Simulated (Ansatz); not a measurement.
# TiSiTe4: the cost of one run

Computed with Ansatz 0.2.0 (DFT PBE, scalar-relativistic, plane waves, PAW, unless a step's input says otherwise).

1 further run of the same task is left out (it didn't finish).

## 1. The system as given

The structure is orthorhombic, space group Cmmm (No. 65). Conventional cell: a = 8.955 Å, b = 9.112 Å, c = 4.171 Å, α = 90.00°, β = 90.00°, γ = 90.00°. Around Ti (site symmetry mmm) lie 6 Te at 2.73 to 2.75 Å. Si (site symmetry mmm) has 6 Te at 2.72 to 2.76 Å in its first shell of neighbours. Te (site symmetry 2mm) has 1 Si at 2.72 Å and 2 Ti at 2.73 Å in its first shell of neighbours. Te (site symmetry m2m) is surrounded by 1 Ti at 2.75 Å and 2 Si at 2.76 Å.

Coordinates:

```
Ti Si Te
1.0
     4.47738   -4.55623    0.00000
     4.47738    4.55623    0.00000
     0.00000    0.00000    4.17082
Ti Si Te
1 1 4
Direct
  0.00000 0.00000 0.00000
  0.50000 0.50000 0.50000
  0.19636 0.19636 0.50000
  0.80364 0.80364 0.50000
  0.30230 0.69770 0.00000
  0.69770 0.30230 0.00000
```

The cell is invented: species swapped into a database cell of NbVO4 (Cmmm, No. 65), with Si on the Nb sites, Ti on the V sites and Te on the O sites. Its size is a rough estimate.

## 2. A first look at the guess

The input, input.yaml:

```yaml
crystal:
  lattice:
    - [4.47737757, -4.55622529, 0.0]
    - [4.47737757, 4.55622529, 0.0]
    - [0.0, 0.0, 4.17081763]
  atoms:
    - { symbol: Ti, position: [0.0, 0.0, 0.0] }
    - { symbol: Si, position: [0.5, 0.5, 0.5] }
    - { symbol: Te, position: [0.19636168, 0.19636168, 0.5] }
    - { symbol: Te, position: [0.80363832, 0.80363832, 0.5] }
    - { symbol: Te, position: [0.30230246, 0.69769754, 0.0] }
    - { symbol: Te, position: [0.69769754, 0.30230246, 0.0] }
basis:
  ecutwfc: 420
kpoints:
  mp_grid: { grid: [4, 4, 4] }
hamiltonian:
  xc: pbe
scf:
  occupations: { method: gaussian, width: 0.1 }
  lower_state_search: "off"
output:
  forces: true
  stress: true
  eigenvalues: true
```

The run is started by

```bash
$ ansatz run input.yaml --threads 1 --pin off --max-ram 2560MiB --backend cpu --events-out ev --progress --plain --runs-dir out
```

What time and memory should one allow on 1 thread of Arm Neoverse V2, shared host?

About 9.9 s, with a peak of 0.46 GiB.
